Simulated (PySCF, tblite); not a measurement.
# C4H7BFO2 radical: geometry, infrared bands and EPR parameters

What infrared bands and EPR parameters should C4H7BFO2 radical (`CC[C@@H]1OBO[C]1F`) show?

Programs: tblite 0.8.0 and PySCF 2.14.0, with density-fitted response routines of our own. Each step states its level of theory. These are calculated values for one molecule in the gas phase, unless marked as measured. Atoms count from 0, in the outputs and in this text.

## (1) Starting geometry

15 atoms, charge 0, multiplicity 2; geometry from: force field or distance geometry start.

Bonds of the start (Å): C0–C1 1.52, C1–C2 1.49, C2–O3 1.42, O3–B4 1.46, B4–O5 1.46, O5–C6 1.39, C6–F7 1.35, C6–C2 1.52, C0–H8 1.12, C0–H9 1.10, C0–H10 1.11, C1–H11 1.13, C1–H12 1.11, C2–H13 1.10, B4–H14 1.18.

## (2) Optimising the geometry with GFN2-xTB

Job settings and geometry (Å):

```
{"job": {"kind": "relax", "xc": "GFN2-xTB", "basis": "xTB"}, "charge": 0, "multiplicity": 2}
C      1.989500    -0.236700    -0.438800
C      0.673200    -0.415200     0.297600
C     -0.509200    -0.527800    -0.605000
O     -0.615500     0.663800    -1.371800
B     -1.323200     1.577200    -0.473300
O     -1.992300     0.827600     0.587700
C     -1.736600    -0.503000     0.283000
F     -2.828400    -1.110800    -0.235000
H      2.558900     0.579900     0.072300
H      2.573700    -1.160800    -0.295300
H      1.814500     0.026600    -1.505400
H      0.743500    -1.409600     0.834000
H      0.464600     0.370900     1.054100
H     -0.547400    -1.434000    -1.218700
H     -1.269800     2.760000    -0.512800
```

Run with:

```console
$ OMP_NUM_THREADS=1 python probes_run.py task.json out
```

This one command runs all jobs of the session in turn.

**Question.** This job is followed by: GFN2-xTB harmonic vibrations, gas phase; UKS B3LYP, pcH-1 on B C F H O, non-relativistic, mean-field spin-orbit, GIAO. Predict these results of the whole session: strongest single infrared mode (GFN2-xTB); zero-point energy (GFN2-xTB); g(iso) (B3LYP); ⟨S²⟩; largest a(iso) (averaged by class); surface potential, 1st and 99th percentile.

As calculated:

```
                                 quantity                  value
strongest single infrared mode (GFN2-xTB)  1218 cm⁻¹, 218 km/mol
             zero-point energy (GFN2-xTB)          69.7 kcal/mol
                           g(iso) (B3LYP)                2.00337
                                     ⟨S²⟩     0.753 (exact 0.75)
       largest a(iso) (averaged by class)   13C on C6, 348.9 MHz
    surface potential, 1st and 99th percentile     -0.99 V and 1.31 V
```

**Reading.** The optimisation took 111 steps and gained 1.077 eV; among the close pairs (by a distance rule), O3–B4 changed most, from 1.464 to 1.353 Å. All 39 modes are real, so the xTB geometry is a minimum. The strongest single mode, at 1218 cm⁻¹, moves mainly C6. GFN2-xTB is a fitted tight-binding method: band positions and strengths are rough. Its intensities can rank the bands wrongly. C6 carries the largest spin population, 0.82 e. The isotropic g lies 1.1 ppt above the free-electron value.
